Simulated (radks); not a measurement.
# Pm⁺ in [Kr] 4d10 4f5 5s2 5p5.5 6s1 5f0.5: an all-electron calculation

An exercise on one series of results from a longer session: the logs are not shown, and one member is left open.

The numbers are computed with radks (a radial shooting solver on a logarithmic mesh, Libxc functionals) version 1 (scalar-relativistic Kohn-Sham, r2SCAN, spin-unpolarised, spherical densities, finite nucleus), except any that are marked as measured or tabulated.

### The system

| Quantity | Value |
| --- | --- |
| element | promethium (Z = 61) |
| charge | +1 |
| electrons | 60 |
| configuration | [Kr] 4d10 4f5 5s2 5p5.5 6s1 5f0.5 |
| nuclear rms radius | 4.962 fm |

The first run:

Settings of this run:

```text
Z 61
configuration [Kr] 4d10 4f5 5s2 5p5.5 6s1 5f0.5 5d0 6p0
relativity scalar-relativistic
functional r2scan,r2scan
spin unpolarised
nucleus finite rms 4.962 fm
c 137.035999084
```

One of the session's tables, all rows but one given; the rest of the session is left out.

It belongs to the step «Shells». Radial moments (bohr):

| level | <r> | outermost maximum (interpolated) | 90 % within | nodes |
| --- | --- | --- | --- | --- |
| 1s | 0.02318 | 0.0148 | 0.0419 | 0 |
| 2s | 0.09893 | 0.0838 | 0.153 | 1 |
| 2p | 0.08711 | 0.0676 | 0.142 | 0 |
| 3s | 0.2601 | 0.238 | 0.381 | 2 |
| 3p | 0.2585 | 0.234 | 0.387 | 1 |
| 3d | 0.2362 | 0.192 | 0.368 | 0 |
| 4s | 0.5933 | 0.552 | 0.851 | 3 |
| 4p | 0.6280 | 0.576 | 0.913 | 2 |
| 4d | 0.6889 | 0.603 | 1.04 | 1 |
| 5s | ? | ? | ? | ? |
| 5p | 1.665 | 1.46 | 2.43 | 3 |
| 4f | 1.021 | 0.636 | 1.79 | 0 |
| 6s | 3.811 | 3.42 | 5.47 | 5 |
| 5d | 2.596 | 2.00 | 4.05 | 2 |
| 6p | 4.735 | 4.13 | 6.86 | 4 |
| 5f | 9.927 | 9.10 | 14.4 | 1 |

Q: Estimate the row for 5s from the others.

**Answer.** <r>: 1.438; outermost maximum (interpolated): 1.29; 90 % within: 2.07; nodes: 4. In the column «<r>» it lies between 4f (1.021) and 5p (1.665).
